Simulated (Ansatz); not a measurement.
# F2GeHO radical: a ladder of functionals and wavefunction methods

The task here is to estimate one member of a computed series from the others.

Method: functionals in def2-TZVPP, the program's frozen cores in correlated methods; program: Ansatz 0.2.0, Gaussian basis.

The runs, in order: LDA (SPW92), PBE-D4, revPBE-D4, BLYP-D4, r2SCAN-D4, B97M-V, PBE0-D4, B3LYP-D4, r2SCANh-D4, r2SCAN0-D4, HSE06-D4, BHLYP-D4, CAM-B3LYP-D4, LC-ωPBE, ωB97X-V, ωB97M-V, B2PLYP, PBE-QIDH; CCSD(T)/def2-SVP; CCSD(T)/def2-TZVPP; MP2/def2-QZVPP; extrapolation to the limit; RPA on PBE.

## The geometry

The geometry comes from an earlier relaxation with PBE0-D4 in a triple-zeta def2 set; it is a stationary point.

SMILES `[O][GeH]([F])[F]`, 5 atoms, charge 0, spin multiplicity 2.

Atoms are counted from 1 here; the program's logs count them from 0.

Bond lengths: O1–Ge2 1.776 Å, Ge2–F3 1.713 Å, Ge2–F4 1.713 Å, Ge2–H5 1.521 Å. Angles: O1–Ge2–F3 109.0°, O1–Ge2–F4 109.0°, O1–Ge2–H5 110.0°, F3–Ge2–F4 104.1°, F3–Ge2–H5 112.3°, F4–Ge2–H5 112.3°.

Set-up of the first run:

Contents of in.yaml:

```yaml
crystal:
  periodic: [false, false, false]
  atoms:
    - {symbol: O, position_ang: [-0.223099, -0.718467, 1.576169]}
    - {symbol: Ge, position_ang: [0.085551, -0.010151, -0.023084]}
    - {symbol: F, position_ang: [-0.664343, 1.527551, -0.105372]}
    - {symbol: F, position_ang: [-0.731713, -0.936147, -1.209785]}
    - {symbol: H, position_ang: [1.583505, 0.063614, -0.279228]}
basis:
  gaussian: {orbitals: def2-TZVPP}
magnetization: {spin_polarized: true, initial_magnetization: 1}
hamiltonian: {xc: lda}
output: {orbitals: {seedname: orbitals}}
```

Launch:

```bash
> ansatz run in.yaml --threads 4 --pin off --events-out ev --progress --plain --max-ram 10444MiB
```

Among the steps run: LDA; PBE-D4 (GGA); revPBE-D4 (GGA); BLYP-D4 (GGA); r2SCAN-D4 (meta-GGA); B97M-V (meta-GGA); B3LYP-D4 (hybrid); r2SCANh-D4 (hybrid); r2SCAN0-D4 (hybrid); HSE06-D4 (hybrid); BHLYP-D4 (hybrid); CAM-B3LYP-D4 (range-separated); LC-ωPBE (range-separated); ωB97X-V (range-separated); ωB97M-V (range-separated); B2PLYP (double hybrid); PBE-QIDH (double hybrid).

One of the session's tables, all rows but one given; the rest of the session is left out.

It belongs to the step «Frontier levels by functional». 

| functional | HOMO (eV) | LUMO (eV) | gap (eV) |
| --- | --- | --- | --- |
| LDA (SPW92) | -8.16 | -7.93 | 0.23 |
| PBE-D4 | -8.07 | -7.20 | 0.87 |
| revPBE-D4 | -8.00 | -7.01 | 0.99 |
| BLYP-D4 | -8.01 | -7.21 | 0.80 |
| r2SCAN-D4 | -8.53 | -6.41 | 2.12 |
| B97M-V | -8.64 | -6.35 | 2.29 |
| PBE0-D4 | -9.97 | -5.30 | 4.66 |
| B3LYP-D4 | -9.69 | -5.92 | 3.77 |
| r2SCANh-D4 | ? | ? | ? |
| r2SCAN0-D4 | -10.28 | -4.76 | 5.52 |
| HSE06-D4 | -9.55 | -5.71 | 3.84 |
| BHLYP-D4 | -11.79 | -3.56 | 8.24 |
| CAM-B3LYP-D4 | -11.55 | -4.22 | 7.33 |
| LC-ωPBE | -12.98 | -2.66 | 10.31 |
| ωB97X-V | -12.56 | -3.03 | 9.53 |
| ωB97M-V | -12.46 | -3.06 | 9.41 |

Estimate the missing values for r2SCANh-D4.

Worked estimate for «HOMO (eV)». Against the share of exact exchange, r2SCAN-D4 (0, -8.53), r2SCAN0-D4 (0.25, -10.28) give a slope of -7.00 per unit share; at 0.1 the line stands at -9.23.

**Answer.** HOMO (eV): -9.23; LUMO (eV): -5.74; gap (eV): 3.49. In «HOMO (eV)» the line misses by 0.00.
